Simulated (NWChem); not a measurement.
# One shape, several levels: CBrF (SMILES F[C]Br)

Aim: a comparison of 4 runs (UHF/3-21G, UCAM-B3LYP/def2-SVP, UPBE0/def2-SVP, UMP2/pcseg-1) of CBrF. 

Program for the calculation: NWChem 7.3.0.

### Step 1. The system as given

CBrF: 3 atoms, total charge 0, spin state triplet. SMILES: `F[C]Br`. The shape is that of a GFN2-xTB optimisation.

Bond lengths: F1–C2 1.319 Å, C2–Br3 1.810 Å. Angles: F1–C2–Br3 124.5°.

### Step 2. Energy and forces at UHF/3-21G (run 1)

Input file test.nw:

```
start test
title "CBrF"
memory stack 880 mb heap 220 mb global 1100 mb

geometry noautosym nocenter noautoz
 F     0.230030    1.270470    0.267290
 C    -0.411350    0.216990   -0.201130
 Br    0.181320   -1.487460   -0.066150
end

basis spherical bse
 * library 3-21G
end

scf
 triplet
 uhf
 thresh 1e-08
 maxiter 80
 noprint "final vectors analysis"
end

task scf gradient
```

Started as:

```sh
$ nwchem test.nw > test.out
```

The program printed:

```text
[...]
  functions       =    40
[...]
  wavefunction    = UHF
[...]
         Total SCF energy =  -2696.475258531093
      One electron energy =  -4043.323190543977
      Two electron energy =   1203.784173440571
 Nuclear repulsion energy =    143.063758572313
                       Sz =      1.0000
                 Sz(Sz+1) =      2.0000
                      S^2 =      2.0114
[...]
                         UHF ENERGY GRADIENTS
    atom               coordinates                        gradient
                 x          y          z           x          y          z
   1 F       0.434694   2.400840   0.505105   -0.010374  -0.018916  -0.007785
   2 C      -0.777339   0.410052  -0.380081    0.027218  -0.031553   0.011396
   3 Br      0.342645  -2.810892  -0.125005   -0.016843   0.050470  -0.003610
[...]
```

Wall time 4.8 s (1 thread of AMD EPYC 7R43 (Zen 3), shared host); peak memory 0.098 GiB.

### Step 3. Energy and gradient at UCAM-B3LYP/def2-SVP (run 2)

Input file cbrf.nw:

```
START cbrf
TITLE "CBrF gradient"
memory 2200 mb
charge 0
GEOMETRY units angstrom noautosym nocenter noautoz
  F        0.230030       1.270470       0.267290
  C       -0.411350       0.216990      -0.201130
  Br       0.181320      -1.487460      -0.066150
END
BASIS spherical bse
  * library def2-SVP
END
DFT
  xc xcamb88 1.00 lyp 0.81 vwn_5 0.19 hfexch 1.00
  cam 0.33 cam_alpha 0.19 cam_beta 0.46
  mult 3
  grid xfine
  convergence energy 1e-08
  direct
  iterations 100
  mulliken
END
TASK dft gradient
```

Started as:

```sh
$ nwchem cbrf.nw > cbrf.out
```

The program printed:

```text
[...]
          Wavefunction type:  spin polarized.
          No. of atoms     :     3
          No. of electrons :    50
[...]
          Charge           :     0
          Spin multiplicity:     3
[...]
          AO basis - number of functions:    60
[...]
              XC Information
              --------------
                     Hartree-Fock (Exact) Exchange  1.000
                   CAM-Becke88 Exchange Functional  1.000
                      VWN V Correlation Functional  0.190 local
              Lee-Yang-Parr Correlation Functional  0.810
[...]
 d= 0,ls=0.0,diis     1  -2711.5266942156 -2.85D+03  1.01D-02  1.86D-01     3.0
[...]
 d= 0,ls=0.0,diis    12  -2711.6092502936 -1.34D-09  5.74D-07  3.86D-10    28.3
[...]
         Total DFT energy =    -2711.609250293596
      One electron energy =    -4055.736246766316
           Coulomb energy =     1308.298240336110
    Exchange-Corr. energy =     -107.235002435703
 Nuclear repulsion energy =      143.063758572313
[...]
      Total Density - Mulliken Population Analysis
     ---------------------------------------------
    Atom       Charge   Shell Charges
 -----------   ------   -------------------------------------------------------
    1 F    9     9.13   1.99  1.14  0.76  3.34  1.89  0.01
    2 C    6     5.90   1.99  0.96  0.35  1.82  0.71  0.07
    3 Br  35    34.98   2.00  2.00  1.99  1.45  0.51  6.00  5.98  2.39  2.60  8.19  1.75  0.12
[...]
      <S2> =      2.0060 (Exact =     2.0000)
[...]
  wavefunction    = open shell
[...]
                         DFT ENERGY GRADIENTS
    atom               coordinates                        gradient
                 x          y          z           x          y          z
   1 F       0.434694   2.400840   0.505105    0.006507   0.010029   0.004679
   2 C      -0.777339   0.410052  -0.380081   -0.001982  -0.023756  -0.003728
   3 Br      0.342645  -2.810892  -0.125005   -0.004525   0.013727  -0.000951
[...]
```

It took 38 s on 1 thread of AMD EPYC 7R43 (Zen 3), shared host; peak memory 0.12 GiB.

Run 3 isn't shown in full; the table further down has it.

### Step 4. Energy and gradient at UMP2/pcseg-1 (run 4)

Input file mol.nw:

```
START mol
TITLE "CBrF mp2"
memory stack 880 mb heap 220 mb global 1100 mb

GEOMETRY units angstrom noautosym nocenter noautoz
 F     0.230030    1.270470    0.267290
 C    -0.411350    0.216990   -0.201130
 Br    0.181320   -1.487460   -0.066150
END

BASIS "ao basis" spherical bse
 F library pcseg-1
 C library pcseg-1
 Br library pcseg-1
END

SCF
 triplet
 uhf
 thresh 1e-08
 maxiter 80
END

MP2
 freeze core 11
 tight
END

TASK mp2 gradient
```

Started as:

```sh
$ nwchem mol.nw > mol.out
```

The program printed:

```text
[...]
  functions       =    55
[...]
  wavefunction    = UHF
[...]
         Total SCF energy =  -2709.221033601730
      One electron energy =  -4055.992957159192
      Two electron energy =   1203.708164985150
 Nuclear repulsion energy =    143.063758572313
                       Sz =      1.0000
                 Sz(Sz+1) =      2.0000
                      S^2 =      2.0158
[...]
          Total MP2 energy         -2709.607602521217
[...]
                         mp2 ENERGY GRADIENTS
    atom               coordinates                        gradient
                 x          y          z           x          y          z
   1 F       0.434694   2.400840   0.505105   -0.004020  -0.005257  -0.002786
   2 C      -0.777339   0.410052  -0.380081    0.012505  -0.017689   0.004881
   3 Br      0.342645  -2.810892  -0.125005   -0.008485   0.022946  -0.002095
[...]
```

It took 67 s on 1 thread of AMD EPYC 7R43 (Zen 3), shared host; peak memory 0.14 GiB.

### Step 5. Overview of the runs

```
run                level  iteration cap  module   energy (Eh)  dipole moment (D)   ⟨S²⟩  largest force (eV/Å)  wall time
  1            UHF/3-21G             80     scf  -2696.475259               0.97  2.011                 2.742      4.8 s
  2  UCAM-B3LYP/def2-SVP            100     dft  -2711.609250               0.75  2.006                 1.241       38 s
  3       UPBE0/def2-SVP            100     dft  -2711.094733               0.70  2.006                 1.176       27 s
  4         UMP2/pcseg-1             80     mp2  -2709.607603               0.66  2.016                 1.263       67 s
```

### Step 6. What came out

| quantity | value |
| --- | --- |
| run 4: total energy | -2709.60760 Eh |
| run 4: dipole moment (of the density that the program reports) | 0.66 D |
| run 4: HOMO energy (Hartree–Fock orbitals) (highest over α and β) | -10.23 eV |
| run 4: LUMO energy (Hartree–Fock orbitals) (lowest over α and β) | 1.45 eV |
| run 4: correlation energy (11 core orbitals frozen) | -386.6 mEh |
| run 4: ⟨S²⟩ of the reference determinant | 2.016 |
| run 4: largest force on an atom | 1.263 eV/Å |

The dipole moment (its size) runs from 0.66 D (UMP2/pcseg-1) to 0.97 D (UHF/3-21G). The two ends differ in method and basis. Totals of different functionals can't be ranked against each other. All runs together took 2.3 min, the longest 67 s.
